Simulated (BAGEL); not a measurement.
# C2H2ClFSi (SMILES C#C[SiH](F)Cl): HF/STO-3G (density fitting with qzvpp-jkfit)

Aim: the energy change on altering one bond length of C2H2ClFSi at HF/STO-3G (density fitting with qzvpp-jkfit), from 2 runs. 

The calculation is run with BAGEL 1.2.2.

## 1. The structure to begin with

The species is C2H2ClFSi (7 atoms), meant as a singlet with charge 0. SMILES: `C#C[SiH](F)Cl`. The coordinates come from a PBE0-D4/def2-TZVP relaxation.

Bond lengths: C1–C2 1.205 Å, C2–Si3 1.807 Å, Si3–F4 1.586 Å, Si3–Cl5 2.032 Å, C1–H6 1.067 Å, Si3–H7 1.471 Å. Angles: C1–C2–Si3 178.4°, C2–Si3–F4 108.8°, C2–Si3–Cl5 109.6°, F4–Si3–Cl5 108.4°, C2–C1–H6 179.7°, C2–Si3–H7 112.1°, F4–Si3–H7 108.5°, Cl5–Si3–H7 109.3°.

## 2. A single-point energy at HF/STO-3G (density fitting with qzvpp-jkfit)

calc.json reads:

```json
{ "bagel" : [

{
  "title" : "molecule",
  "basis" : "sto-3g",
  "df_basis" : "qzvpp-jkfit",
  "angstrom" : true,
  "geometry" : [
    { "atom" : "C", "xyz" : [      -0.001800,      -1.973300,      -0.343700 ] },
    { "atom" : "C", "xyz" : [       0.007300,      -0.792000,      -0.105200 ] },
    { "atom" : "Si", "xyz" : [       0.071900,       0.977400,       0.257200 ] },
    { "atom" : "F", "xyz" : [      -1.001600,       1.310800,       1.375500 ] },
    { "atom" : "Cl", "xyz" : [      -0.396700,       2.032400,      -1.414600 ] },
    { "atom" : "H", "xyz" : [      -0.014500,      -3.018400,      -0.556300 ] },
    { "atom" : "H", "xyz" : [       1.396500,       1.395000,       0.741300 ] }
  ]
},

{ "title" : "hf" },

{ "title" : "print", "file" : "orbitals.molden", "orbitals" : true }

]}
```

The run is started by

```
$ BAGEL_NUM_THREADS=1 BAGEL calc.json > calc.out
```

Standard output:

```text
* using 1 threads per process

  ===============================================================
  ===============================================================

  *** Geometry ***

  { "atom" : "C", "xyz" : [     -0.003402,     -3.728997,     -0.649499 ] },
  { "atom" : "C", "xyz" : [      0.013795,     -1.496663,     -0.198799 ] },
  { "atom" : "Si", "xyz" : [      0.135871,      1.847018,      0.486038 ] },
  { "atom" : "F", "xyz" : [     -1.892750,      2.477053,      2.599318 ] },
  { "atom" : "Cl", "xyz" : [     -0.749654,      3.840679,     -2.673207 ] },
  { "atom" : "H", "xyz" : [     -0.027401,     -5.703949,     -1.051255 ] },
  { "atom" : "H", "xyz" : [      2.639003,      2.636168,      1.400854 ] },

  Number of auxiliary basis functions:      519

  Since a DF basis is specified, we compute 2- and 3-index integrals:
    o Being stored without compression. Storage requirement is 0.005 GB

  Number of basis functions:       35
  Number of electrons      :       54

    * METHOD: MOLECULE                             0.17

  *** RHF ***

  === Nuclear Repulsion ===
   255.7553498877

      * DIIS with orbital gradients will be used.

  === RHF iteration (sto-3g) ===
      0       -914.10604924          0.01226294           0.03
      1       -914.19201997          0.00344700           0.03
      2       -914.19619557          0.00182718           0.03
      3       -914.19723923          0.00049881           0.03
      4       -914.19738489          0.00006713           0.03
      5       -914.19738962          0.00001568           0.03
      6       -914.19738984          0.00000294           0.03
      7       -914.19738985          0.00000171           0.03
      8       -914.19738985          0.00000071           0.03
      9       -914.19738985          0.00000039           0.03
     10       -914.19738985          0.00000008           0.03
     11       -914.19738985          0.00000002           0.03
     12       -914.19738985          0.00000001           0.03
    * SCF iteration converged.

    * Permanent dipole moment:
           (   -0.521303,     0.701151,    -0.575980) a.u.

    * METHOD: HF                                   0.42

    * METHOD: PRINT                                0.00

  ===============================================================
```

Run time: 0.76 s. Hardware: 1 thread of Arm Neoverse V2, shared host; peak memory 0.084 GiB.

## 3. The distorted shape at the same level

input.json reads:

```json
{ "bagel" : [

{
  "title" : "molecule",
  "basis" : "sto-3g",
  "df_basis" : "qzvpp-jkfit",
  "angstrom" : true,
  "geometry" : [
    { "atom" : "C", "xyz" : [    0.068496,   -2.131562,   -0.092910 ] },
    { "atom" : "C", "xyz" : [    0.077596,   -0.950262,    0.145590 ] },
    { "atom" : "Si", "xyz" : [    0.142196,    0.819138,    0.507990 ] },
    { "atom" : "F", "xyz" : [   -0.931304,    1.152538,    1.626290 ] },
    { "atom" : "Cl", "xyz" : [   -0.396700,    2.032400,   -1.414600 ] },
    { "atom" : "H", "xyz" : [    0.055796,   -3.176662,   -0.305510 ] },
    { "atom" : "H", "xyz" : [    1.466796,    1.236738,    0.992090 ] }
  ]
},
{ "title" : "hf" },
{ "title" : "print", "file" : "orbitals.molden", "orbitals" : true }

]}
```

The run is started by

```
$ BAGEL_NUM_THREADS=1 BAGEL input.json > input.out
```

Standard output:

```text
* using 1 threads per process

  ===============================================================
  ===============================================================

  *** Geometry ***

  { "atom" : "C", "xyz" : [      0.129439,     -4.028068,     -0.175574 ] },
  { "atom" : "C", "xyz" : [      0.146635,     -1.795735,      0.275125 ] },
  { "atom" : "Si", "xyz" : [      0.268711,      1.547946,      0.959962 ] },
  { "atom" : "F", "xyz" : [     -1.759909,      2.177981,      3.073243 ] },
  { "atom" : "Cl", "xyz" : [     -0.749654,      3.840679,     -2.673207 ] },
  { "atom" : "H", "xyz" : [      0.105439,     -6.003021,     -0.577330 ] },
  { "atom" : "H", "xyz" : [      2.771843,      2.337096,      1.874778 ] },

  Number of auxiliary basis functions:      519

  Since a DF basis is specified, we compute 2- and 3-index integrals:
    o Being stored without compression. Storage requirement is 0.005 GB

  Number of basis functions:       35
  Number of electrons      :       54

    * METHOD: MOLECULE                             0.17

  *** RHF ***

  === Nuclear Repulsion ===
   243.0675512802

      * DIIS with orbital gradients will be used.

  === RHF iteration (sto-3g) ===
      0       -914.06637073          0.01329161           0.03
      1       -914.16972394          0.00413693           0.03
      2       -914.17556171          0.00204325           0.03
      3       -914.17687270          0.00058112           0.02
      4       -914.17705744          0.00008943           0.03
      5       -914.17706548          0.00002350           0.03
      6       -914.17706601          0.00000415           0.03
      7       -914.17706603          0.00000211           0.03
      8       -914.17706603          0.00000101           0.03
      9       -914.17706603          0.00000056           0.03
     10       -914.17706603          0.00000015           0.03
     11       -914.17706603          0.00000004           0.03
     12       -914.17706603          0.00000001           0.03
     13       -914.17706603          0.00000000           0.03
    * SCF iteration converged.

    * Permanent dipole moment:
           (   -0.603324,     0.953287,    -0.898868) a.u.

    * METHOD: HF                                   0.44

    * METHOD: PRINT                                0.00

  ===============================================================
```

It took 0.76 s on 1 thread of Arm Neoverse V2, shared host; peak memory 0.084 GiB.

## 4. What came out

At HF/STO-3G (density fitting with qzvpp-jkfit):

| quantity | value |
| --- | --- |
| first shape: total energy | -914.19739 Eh |
| first shape: dipole moment | 2.66 D |
| first shape: HOMO energy | -9.70 eV |
| first shape: LUMO energy | 8.15 eV |
| first shape: HOMO–LUMO gap | 17.84 eV |
| distorted shape: total energy | -914.17707 Eh |
| distorted shape: dipole moment | 3.67 D |
| distorted shape: HOMO energy | -9.67 eV |
| distorted shape: LUMO energy | 5.73 eV |
| distorted shape: HOMO–LUMO gap | 15.40 eV |
| energy change with the Si3–Cl5 bond stretched from 2.032 to 2.336 Å | 0.553 eV |

**Reading.** With the Si3–Cl5 bond stretched from 2.032 to 2.336 Å the energy rises by 0.55 eV (12.8 kcal/mol). The first shape isn't relaxed at this level, so the change isn't measured from a minimum. The minimal basis adds a large error of its own.
